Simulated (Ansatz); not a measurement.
# AlH6OPSi: basis-set convergence

An exercise on one series of results from a longer session: the logs are not shown, and one member is left open.

Computed with Ansatz 0.2.0, Gaussian basis. Level: one geometry, several basis sets.

Plan: PBE0-D4/def2-SVP; ωB97M-V/def2-SVP; PBE0-D4/def2-QZVPP; ωB97M-V/def2-QZVPP; the functionals' def2-TZVPP values are taken from earlier runs.

### The geometry

All runs share one geometry, relaxed beforehand with PBE0-D4 in a triple-zeta def2 set.

SMILES `[OH][AlH][SiH2]P`, 10 atoms, charge 0, spin multiplicity 1.

Atoms are counted from 1 here; the program's logs count them from 0.

Bond lengths: O1–Al2 1.698 Å, O1–H5 0.956 Å, Al2–Si3 2.436 Å, Al2–H6 1.590 Å, Si3–P4 2.276 Å, Si3–H7 1.490 Å, Si3–H8 1.492 Å, P4–H9 1.422 Å, P4–H10 1.422 Å. Angles: Al2–O1–H5 123.4°, O1–Al2–Si3 115.7°, O1–Al2–H6 119.3°, Si3–Al2–H6 124.8°, Al2–Si3–P4 110.2°, Al2–Si3–H7 114.2°, Al2–Si3–H8 113.0°, P4–Si3–H7 106.0°, P4–Si3–H8 105.3°, H7–Si3–H8 107.5°, Si3–P4–H9 94.8°, Si3–P4–H10 94.8°, H9–P4–H10 93.2°.

The first run:

Contents of in.yaml:

```yaml
crystal:
  periodic: [false, false, false]
  atoms:
    - {symbol: O, position_ang: [-2.073745, 0.924719, -1.106212]}
    - {symbol: Al, position_ang: [-0.671245, 1.269803, -0.212529]}
    - {symbol: Si, position_ang: [1.170344, -0.300242, -0.490783]}
    - {symbol: P, position_ang: [1.049424, -1.941711, 1.081500]}
    - {symbol: H, position_ang: [-2.884713, 1.425228, -1.027859]}
    - {symbol: H, position_ang: [-0.682742, 2.481789, 0.817047]}
    - {symbol: H, position_ang: [1.187945, -0.995252, -1.808375]}
    - {symbol: H, position_ang: [2.508715, 0.330186, -0.299232]}
    - {symbol: H, position_ang: [-0.335618, -2.194570, 0.884075]}
    - {symbol: H, position_ang: [0.814834, -1.051149, 2.165369]}
basis:
  gaussian: {orbitals: def2-SVP}
hamiltonian: {xc: pbe0, dispersion: d4}
output: {orbitals: {seedname: orbitals}}
```

Run with:

```
$ ansatz run in.yaml --threads 2 --pin off --events-out ev --progress --plain --max-ram 4352MiB
```

Steps of the session up to this table: PBE0-D4 in def2-SVP; ωB97M-V in def2-SVP; PBE0-D4 in def2-QZVPP; ωB97M-V in def2-QZVPP.

One of the session's tables, all rows but one given; the rest of the session is left out.

It belongs to the step «Density functionals: the series». 

| functional | basis | HOMO (eV) | LUMO (eV) |
| --- | --- | --- | --- |
| PBE0-D4 | def2-SVP | -6.90 | -1.40 |
| PBE0-D4 | def2-TZVPP | -6.94 | -1.52 |
| PBE0-D4 | def2-QZVPP | -6.96 | -1.57 |
| ωB97M-V | def2-SVP | -8.80 | 0.33 |
| ωB97M-V | def2-TZVPP | ? | ? |
| ωB97M-V | def2-QZVPP | -8.89 | -0.05 |

**Question.** Estimate the row for ωB97M-V, def2-TZVPP.

The run gave: HOMO (eV): -8.87; LUMO (eV): 0.12. In the column «HOMO (eV)» it lies between ωB97M-V, def2-QZVPP (-8.89) and ωB97M-V, def2-SVP (-8.80).
